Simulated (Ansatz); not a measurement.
# BrH2 with multiplicity 2: two geometries relaxed

Are the two ends of the reaction (H-abstraction) separate minima, and which lies lower? Each is relaxed from a guess. Meant to form: H1–H3; to break: Br2–H1. The start is a guess near the saddle point, from which both ends are pulled out.

Program: Ansatz 0.2.0. Level of theory: UKS B3LYP-D4/def2-mTZVP. These are calculated values, not measurements.

## (1) Starting point

The closest two atoms stand 0.969 Å apart.

Structure file:

```xyz
3

H     0.3415    0.0263   -0.0223
Br   -1.6518   -0.0303    0.0325
H     1.3103    0.0040   -0.0102
```

## (2) Pulling towards end A

Springs on the bonds that form and break draw the guess towards this end; the thresholds are loose.

input.yaml reads:

```yaml
crystal:
  periodic: [false, false, false]
  atoms:
    - { symbol: H, position_ang: [0.3415, 0.0263, -0.0223] }
    - { symbol: Br, position_ang: [-1.6518, -0.0303, 0.0325] }
    - { symbol: H, position_ang: [1.3103, 0.004, -0.0102] }
magnetization:
  spin_polarized: true
  initial_magnetization: 1
basis:
  gaussian: { orbitals: def2-mTZVP }
hamiltonian:
  xc: b3lyp
  dispersion: d4
relax:
  f_tol: 0.15
  max_steps: 25
  restrain:
    - { distance: [0, 2], at: 1.92, k: 30.0 }
    - { distance: [1, 0], at: 1.51, k: 30.0 }
```

Run with:

```console
> ansatz run input.yaml --threads 1 --pin off --max-ram 2048MiB --backend cpu --events-out ev --progress --plain --runs-dir out
```

Output (excerpt; [...] marks lines left out):

```text
Warning: RAYON_NUM_THREADS=1 ignored (pool sized by the plan → 1); use --threads N
[...]
Functional definition: B3LYP
[...]
418 factors; integrals over basis functions are off by at most 8.0e-4 eV
[...]
mean field -70077.42446229 eV, -2575.2978488050 hartree, gradient 1.5e-5 eV, S^2 0.758903; 2 other end points of the search recorded, 0 dependent functions left out
[...]
reference -70077.42464931 eV, -2575.2978556776 hartree; 19, 18 occupied and 23, 24 virtual orbitals, 418 factors
relax step   1: F+E_penalty+E_count = -70077.46093074 eV  Δ(F+E_penalty+E_count) = +0.000e0 eV  max|allowed force component| = 2.973e0 eV/Å  E_restraint = 17.08852865 eV  max|allowed force component, restraints' pulls added| = 4.024e1 eV/Å  Δτ_max = 0.0000 Å  (50 SCF iters, accepted)
[...]
relax step   4: F+E_penalty+E_count = -70077.07173600 eV  Δ(F+E_penalty+E_count) = +1.630e-3 eV  max|allowed force component| = 5.834e-1 eV/Å  E_restraint = 0.02731794 eV  max|allowed force component, restraints' pulls added| = 1.189e0 eV/Å  Δτ_max = 0.1901 Å  (24 SCF iters, accepted)
[...]
relax step   5: F+E_penalty+E_count = -70077.06361992 eV  Δ(F+E_penalty+E_count) = +8.116e-3 eV  max|allowed force component| = 8.110e-1 eV/Å  E_restraint = 0.00911424 eV  max|allowed force component, restraints' pulls added| = 8.056e-2 eV/Å  Δτ_max = 0.0138 Å  (25 SCF iters, accepted)
  distance H 0 - H 2 = 1.9183 Å
  distance Br 1 - H 0 = 1.4854 Å
418 factors; integrals over basis functions are off by at most 3.7e-4 eV
[...]
mean field -70077.03628275 eV, -2575.2835834700 hartree, gradient 8.0e-6 eV, S^2 0.750675; 1 other end points of the search recorded, 0 dependent functions left out
[...]
reference -70077.03647505 eV, -2575.2835905366 hartree; 19, 18 occupied and 23, 24 virtual orbitals, 418 factors
Total energy: -70077.06381221 eV, -2575.2845951588 hartree
Atom 0 at    -0.144535     0.013343    -0.009594 Å, force    -0.767061    -0.020437     0.020043 eV/Å
Atom 1 at    -1.629215    -0.019138     0.023698 Å, force     0.810978     0.019164    -0.019290 eV/Å
Atom 2 at     1.773749     0.005795    -0.014103 Å, force    -0.043918     0.001273    -0.000753 eV/Å
Dipole moment:     0.268675     0.004616    -0.005043 e Å
```

Run time: 13 s. Hardware: 1 thread of Intel Xeon at 2.70GHz, shared host; peak memory 0.12 GiB.

The steps of the relaxation:

```csv
step,energy from step 1 (eV),largest force component (eV/Å)
1,0.0000,2.9732
2,0.5613,1.7132
3,0.3876,0.7119
4,0.3892,0.5834
5,0.3973,0.8110
```

Step 1 is the start. Energies and forces in the table leave out the springs, which the log lists apart; the run stops on the force with the springs' pull added.

After: Bond lengths: H1–Br2 1.485 Å.

Pairs that crossed the distance rule for bonds on the way: came closer H1–Br2.

## (3) End point A

It starts where the restrained run ended.

input.yaml reads:

```yaml
crystal:
  periodic: [false, false, false]
  atoms:
    - { symbol: H, position_ang: [-0.144535, 0.013343, -0.009594] }
    - { symbol: Br, position_ang: [-1.629215, -0.019138, 0.023698] }
    - { symbol: H, position_ang: [1.773749, 0.005795, -0.014103] }
magnetization:
  spin_polarized: true
  initial_magnetization: 1
basis:
  gaussian: { orbitals: def2-mTZVP }
hamiltonian:
  xc: b3lyp
  dispersion: d4
relax:
  f_tol: 0.03
  max_steps: 50
output:
  orbitals: {}
```

Run with:

```console
> ansatz run input.yaml --threads 1 --pin off --max-ram 2048MiB --backend cpu --events-out ev --progress --plain --runs-dir out
```

Output (excerpt; [...] marks lines left out):

```text
Warning: RAYON_NUM_THREADS=1 ignored (pool sized by the plan → 1); use --threads N
[...]
Functional definition: B3LYP
[...]
418 factors; integrals over basis functions are off by at most 3.7e-4 eV
[...]
mean field -70077.03628289 eV, -2575.2835834749 hartree, gradient 1.7e-5 eV, S^2 0.750675; 0 other end points of the search recorded, 0 dependent functions left out
[...]
reference -70077.03647519 eV, -2575.2835905418 hartree; 19, 18 occupied and 23, 24 virtual orbitals, 418 factors
relax step   1: F+E_penalty+E_count = -70077.06362005 eV  Δ(F+E_penalty+E_count) = +0.000e0 eV  max|allowed force component| = 8.110e-1 eV/Å  Δτ_max = 0.0000 Å  (26 SCF iters, accepted)
[...]
relax step   4: F+E_penalty+E_count = -70077.08150014 eV  Δ(F+E_penalty+E_count) = -4.986e-4 eV  max|allowed force component| = 5.452e-2 eV/Å  Δτ_max = 0.0179 Å  (24 SCF iters, accepted)
[...]
relax step  14: F+E_penalty+E_count = -70077.94166385 eV  Δ(F+E_penalty+E_count) = -1.357e-3 eV  max|allowed force component| = 1.054e-2 eV/Å  Δτ_max = 0.0281 Å  (87 SCF iters, accepted)
418 factors; integrals over basis functions are off by at most 1.8e-3 eV
[...]
mean field -70077.92403832 eV, -2575.3162078854 hartree, gradient 6.7e-8 eV, S^2 0.751628; 4 other end points of the search recorded, 0 dependent functions left out
[...]
reference -70077.92423492 eV, -2575.3162151101 hartree; 19, 18 occupied and 23, 24 virtual orbitals, 418 factors
Total energy: -70077.94186044 eV, -2575.3168628362 hartree
Atom 0 at     0.833443     0.299260    -0.237232 Å, force     0.004621     0.010543    -0.008224 eV/Å
Atom 1 at    -2.109727    -0.126462     0.109759 Å, force    -0.001406    -0.002004     0.001566 eV/Å
Atom 2 at     1.276282    -0.172798     0.127474 Å, force    -0.003215    -0.008539     0.006658 eV/Å
Dipole moment:     0.025614    -0.003426     0.002525 e Å
```

Wall time 32 s (1 thread of Intel Xeon at 2.70GHz, shared host); peak memory 0.12 GiB.

Relaxation path:

```csv
step,energy from step 1 (eV),largest force component (eV/Å)
1,0.0000,0.8110
2,-0.0167,0.1418
3,-0.0174,0.0329
4,-0.0179,0.0545
5,-0.0273,0.2799
6,-0.0763,1.0721
7,-0.2502,2.1498
8,-0.4267,1.9372
9,-0.7096,1.3023
10,-0.8096,0.9917
11,-0.8315,1.3883
12,-0.8451,1.0680
13,-0.8767,0.1584
14,-0.8780,0.0105
```

Step 1 is the start.

After: Bond lengths: H1–H3 0.743 Å.

Pairs that crossed the distance rule for bonds on the way: came closer H1–H3; moved apart H1–Br2.

## (4) Pulling towards end B

Springs on the bonds that form and break draw the guess towards this end; the thresholds are loose.

input.yaml reads:

```yaml
crystal:
  periodic: [false, false, false]
  atoms:
    - { symbol: H, position_ang: [0.3415, 0.0263, -0.0223] }
    - { symbol: Br, position_ang: [-1.6518, -0.0303, 0.0325] }
    - { symbol: H, position_ang: [1.3103, 0.004, -0.0102] }
magnetization:
  spin_polarized: true
  initial_magnetization: 1
basis:
  gaussian: { orbitals: def2-mTZVP }
hamiltonian:
  xc: b3lyp
  dispersion: d4
relax:
  f_tol: 0.15
  max_steps: 25
  restrain:
    - { distance: [0, 2], at: 0.62, k: 30.0 }
    - { distance: [1, 0], at: 2.81, k: 30.0 }
```

Run with:

```console
> ansatz run input.yaml --threads 1 --pin off --max-ram 2048MiB --backend cpu --events-out ev --progress --plain --runs-dir out
```

Output (excerpt; [...] marks lines left out):

```text
Warning: RAYON_NUM_THREADS=1 ignored (pool sized by the plan → 1); use --threads N
[...]
Functional definition: B3LYP
[...]
418 factors; integrals over basis functions are off by at most 8.0e-4 eV
[...]
mean field -70077.42446229 eV, -2575.2978488050 hartree, gradient 1.5e-5 eV, S^2 0.758903; 2 other end points of the search recorded, 0 dependent functions left out
[...]
reference -70077.42464931 eV, -2575.2978556776 hartree; 19, 18 occupied and 23, 24 virtual orbitals, 418 factors
relax step   1: F+E_penalty+E_count = -70077.46093074 eV  Δ(F+E_penalty+E_count) = +0.000e0 eV  max|allowed force component| = 2.973e0 eV/Å  E_restraint = 11.79528876 eV  max|allowed force component, restraints' pulls added| = 3.772e1 eV/Å  Δτ_max = 0.0000 Å  (50 SCF iters, accepted)
[...]
relax step   6: F+E_penalty+E_count = -70077.88420443 eV  Δ(F+E_penalty+E_count) = +4.924e-3 eV  max|allowed force component| = 1.954e0 eV/Å  E_restraint = 0.07812511 eV  max|allowed force component, restraints' pulls added| = 2.543e-2 eV/Å  Δτ_max = 0.0104 Å  (84 SCF iters, accepted)
  distance H 0 - H 2 = 0.6922 Å
  distance Br 1 - H 0 = 2.8115 Å
418 factors; integrals over basis functions are off by at most 2.2e-3 eV
[...]
mean field -70077.86608001 eV, -2575.3140779565 hartree, gradient 5.3e-8 eV, S^2 0.751646; 6 other end points of the search recorded, 0 dependent functions left out
[...]
reference -70077.86627241 eV, -2575.3140850273 hartree; 19, 18 occupied and 23, 24 virtual orbitals, 418 factors
Total energy: -70077.88439684 eV, -2575.3147510876 hartree
Atom 0 at     0.722170     0.143424    -0.115442 Å, force    -1.934230     0.704804    -0.537628 eV/Å
Atom 1 at    -2.076331    -0.062395     0.059756 Å, force    -0.020067    -0.003180     0.002582 eV/Å
Atom 2 at     1.354160    -0.081029     0.055686 Å, force     1.954298    -0.701623     0.535047 eV/Å
Dipole moment:     0.029207    -0.005059     0.003776 e Å
```

It took 22 s on 1 thread of Intel Xeon at 2.70GHz, shared host; peak memory 0.12 GiB.

Step by step:

```csv
step,energy from step 1 (eV),largest force component (eV/Å)
1,0.0000,2.9732
2,-0.4418,0.9148
3,-0.3055,4.1568
4,-0.4282,1.8667
5x,-0.4169,2.1389
6,-0.4233,1.9543
```

Step 1 is the start. 1 step was tried and not accepted (marked x). Energies and forces in the table leave out the springs, which the log lists apart; the run stops on the force with the springs' pull added.

After: Bond lengths: H1–H3 0.692 Å.

Pairs that crossed the distance rule for bonds on the way: came closer H1–H3.

## (5) Relaxing end B

It starts where the restrained run ended.

input.yaml reads:

```yaml
crystal:
  periodic: [false, false, false]
  atoms:
    - { symbol: H, position_ang: [0.72217, 0.143424, -0.115442] }
    - { symbol: Br, position_ang: [-2.076331, -0.062395, 0.059756] }
    - { symbol: H, position_ang: [1.35416, -0.081029, 0.055686] }
magnetization:
  spin_polarized: true
  initial_magnetization: 1
basis:
  gaussian: { orbitals: def2-mTZVP }
hamiltonian:
  xc: b3lyp
  dispersion: d4
relax:
  f_tol: 0.03
  max_steps: 50
```

Run with:

```console
> ansatz run input.yaml --threads 1 --pin off --max-ram 2048MiB --backend cpu --events-out ev --progress --plain --runs-dir out
```

Output (excerpt; [...] marks lines left out):

```text
Warning: RAYON_NUM_THREADS=1 ignored (pool sized by the plan → 1); use --threads N
[...]
Functional definition: B3LYP
[...]
419 factors; integrals over basis functions are off by at most 1.1e-4 eV
[...]
mean field -70077.86604991 eV, -2575.3140768507 hartree, gradient 7.9e-6 eV, S^2 0.751646; 4 other end points of the search recorded, 0 dependent functions left out
[...]
reference -70077.86624224 eV, -2575.3140839186 hartree; 19, 18 occupied and 23, 24 virtual orbitals, 419 factors
relax step   1: F+E_penalty+E_count = -70077.88417434 eV  Δ(F+E_penalty+E_count) = +0.000e0 eV  max|allowed force component| = 1.955e0 eV/Å  Δτ_max = 0.0000 Å  (180 SCF iters, accepted)
[...]
relax step   3: F+E_penalty+E_count = -70077.93660820 eV  Δ(F+E_penalty+E_count) = -1.305e-3 eV  max|allowed force component| = 2.615e-2 eV/Å  Δτ_max = 0.0118 Å  (91 SCF iters, accepted)
[...]
relax step   9: F+E_penalty+E_count = -70077.94220815 eV  Δ(F+E_penalty+E_count) = -2.034e-3 eV  max|allowed force component| = 6.739e-3 eV/Å  Δτ_max = 0.0971 Å  (85 SCF iters, accepted)
419 factors; integrals over basis functions are off by at most 1.3e-4 eV
[...]
mean field -70077.92501398 eV, -2575.3162437403 hartree, gradient 2.3e-7 eV, S^2 0.751623; 5 other end points of the search recorded, 0 dependent functions left out
[...]
reference -70077.92521138 eV, -2575.3162509944 hartree; 19, 18 occupied and 23, 24 virtual orbitals, 419 factors
Total energy: -70077.94240554 eV, -2575.3168828683 hartree
Atom 0 at     0.877921     0.304277    -0.241373 Å, force     0.004334     0.006739    -0.005264 eV/Å
Atom 1 at    -2.139869    -0.105524     0.093639 Å, force     0.002172    -0.001461     0.001125 eV/Å
Atom 2 at     1.261947    -0.198753     0.147734 Å, force    -0.006507    -0.005278     0.004140 eV/Å
Dipole moment:     0.022876    -0.003000     0.002209 e Å
```

Run time: 36 s. Hardware: 1 thread of Intel Xeon at 2.70GHz, shared host; peak memory 0.12 GiB.

The steps of the relaxation:

```csv
step,energy from step 1 (eV),largest force component (eV/Å)
1,0.0000,1.9545
2,-0.0511,0.2390
3,-0.0524,0.0262
4,-0.0528,0.0659
5,-0.0531,0.1759
6,-0.0553,0.0308
7x,-0.0524,0.3585
8,-0.0560,0.0544
9,-0.0580,0.0067
```

Step 1 is the start. 1 step was tried and not accepted (marked x).

After: Bond lengths: H1–H3 0.743 Å.

## (6) Results

```
                           quantity                     value
                              end A  13 moves, 0.878 eV lower
                              end B   7 moves, 0.058 eV lower
largest difference between the ends                    0.04 Å
            end B relative to end A                 -0.001 eV
```

In words: The two relaxations end at one structure, within 0.04 Å: no second minimum was found from this start, which doesn't rule one out.
